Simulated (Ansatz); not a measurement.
Task: energies of removing a hydrogen of CH₇FGeSi, SMILES FC[SiH2][GeH3], with Ansatz 0.2.0 through its Python package. Give the script and its output. Settings (for the species named): Hartree-Fock, cc-pVDZ basis, multiplicity 1.

```xyz
11

F    -0.2905    2.0961    0.6216
C     0.0734    1.0370    1.3322
Si    0.8098   -0.2095    0.1647
Ge   -0.6586   -0.8771   -1.3776
H    -0.7920    0.5765    1.8288
H     0.8277    1.3704    2.0852
H     1.3252   -1.3733    0.9558
H     2.0253    0.4147   -0.5226
H    -0.0951   -1.9106   -2.2909
H    -1.9354   -1.5242   -0.6132
H    -1.2244    0.3429   -2.1633
```

Script `bde_ch7fgesi.py`:
```python
import ansatz as az
from ase import Atoms


def energy_of(molecule, charge=0, unpaired=0):
    calc = (
        molecule.calculation()
        .basis(gaussian='cc-pVDZ')
        .functional('HF')
    )
    if charge:
        calc = calc.charge(charge)
    if unpaired:
        calc = calc.spin('collinear', total=unpaired)
    report = calc.run(threads=1).report
    if report['published_state_doubts']:
        print('  doubts:', report['published_state_doubts'])
    return report['free_energy_ev']

def without(molecule, index):
    rest = az.Crystal.molecule()
    for i, site in enumerate(molecule.cartesian_sites):
        if i != index:
            rest = rest.atom(site.symbol, site.position_ang)
    return rest

atoms = Atoms(['F', 'C', 'Si', 'Ge', 'H', 'H', 'H', 'H', 'H', 'H', 'H'], positions=[
    [-0.2905, 2.0961, 0.6216],
    [0.0734, 1.037, 1.3322],
    [0.8098, -0.2095, 0.1647],
    [-0.6586, -0.8771, -1.3776],
    [-0.792, 0.5765, 1.8288],
    [0.8277, 1.3704, 2.0852],
    [1.3252, -1.3733, 0.9558],
    [2.0253, 0.4147, -0.5226],
    [-0.0951, -1.9106, -2.2909],
    [-1.9354, -1.5242, -0.6132],
    [-1.2244, 0.3429, -2.1633],
])
geometry = az.Crystal.molecule_from_ase(atoms)

whole = energy_of(geometry, 0)
hydrogen = energy_of(az.Crystal.molecule().atom('H', (0, 0, 0)), 0, 1)
print(f'E(molecule) = {whole:.5f} eV, E(H) = {hydrogen:.5f} eV')
for index in [5, 7, 10]:
    radical = energy_of(without(geometry, index), 0, 1)
    print(f'H{index}: homolysis {(radical + hydrogen - whole):.3f} eV')
```

Output of `python bde_ch7fgesi.py`:
```text
E(molecule) = -68181.26500 eV, E(H) = -13.58606 eV
H5: homolysis 3.614 eV
H7: homolysis 3.145 eV
H10: homolysis 2.867 eV
```

Notes:
- Total energies depend on the basis set; only differences at equal settings carry meaning.
- The geometry is a force-field or estimated start, not a minimum of this method, and the basis set is short of its limit. All parts are taken at fixed geometry, without zero-point energy.
- Hartree-Fock leaves correlation out, so bond, atomisation and ionisation energies come out well too low.
- The whole script took 15 s on 1 thread of Arm Neoverse V1, on a shared host, peak memory 0.36 GiB.

(Lines on the test bed's own set-up are left out of the output.)
